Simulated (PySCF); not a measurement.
# CsBe: bond curves at several levels of theory

One table from this session's results is given with a row withheld; the runs are named, their logs left out.

The runs use PySCF 2.14.0; Cs def2-TZVP with ECP46, Be def2-TZVP, scalar-relativistic core potentials.

The first run:

Settings of the job:

```yaml
atoms: Cs, Be
charge: 0
basis: Cs def2-TZVP with ECP46, Be def2-TZVP
Hamiltonian: scalar-relativistic core potentials
basis_functions: 48
electrons_treated: 13
masses_in_u: 132.9054, 9.0122
levels: PBE0, PBE, r²SCAN, BHandHLYP, B2PLYP, TPSS, ωB97X, HF, MP2, SCS-MP2, CCSD, CCSD(T)
grid: 80 radial by 434 angular points
occupations: held fixed by the projection of orbital angular momentum
dissociation_limit: Cs + Be, each in its ground configuration
starting_distance_in_angstrom: 3.165
values_of_2S_to_try: 1, 3
```

Command:

```console
> OMP_NUM_THREADS=1 python dia.py task.json out
```

Steps of the session up to this table: The job; PBE0 along the bond; Higher solutions at PBE0; PBE; r²SCAN; BHandHLYP (global hybrid GGA); B2PLYP (double hybrid); TPSS (meta-GGA); ωB97X (range-separated hybrid); ROHF; Adding correlation.

One of the session's tables, all rows but one given; the rest of the session is left out.

It belongs to the step «The curves together». Energy (eV) from each level's lowest point:

```
R (Å)   ROHF  ROHF-MP2  ROHF-SCS-MP2  ROHF-CCSD  ROHF-CCSD(T)
3.240  0.419     0.273         0.293        n/a           n/a
3.391  0.293     0.170         0.188      0.160         0.142
3.542  0.204     0.102         0.116      0.095         0.080
3.655  0.154     0.067         0.079      0.062         0.049
3.768  0.116     0.043         0.053      0.039         0.028
3.881  0.087     0.026         0.034      0.023         0.015
4.032  0.058     0.011         0.017      0.010         0.005
4.220      ?         ?             ?          ?             ?
4.446  0.015     0.000         0.001      0.000         0.001
4.748  0.000     0.002         0.000        n/a           n/a
```

**Question.** Estimate the row for R (Å) = 4.220.

Worked estimate for «ROHF». A straight line through the neighbours (4.032, 0.058) and (4.446, 0.015) gives 0.058 + (0.015 − 0.058) × (4.220 − 4.032) / (4.446 − 4.032) = 0.038; a parabola fitted to 4 rows on both sides gives 0.035.

As computed: ROHF: 0.033; ROHF-MP2: 0.003; ROHF-SCS-MP2: 0.006; ROHF-CCSD: 0.002; ROHF-CCSD(T): 0.000. In «ROHF» the line misses by +0.005 and the parabola by +0.002.

Limits of these values: The bond is weak, and basis-set superposition, which was not computed, may be a sizeable part of it.
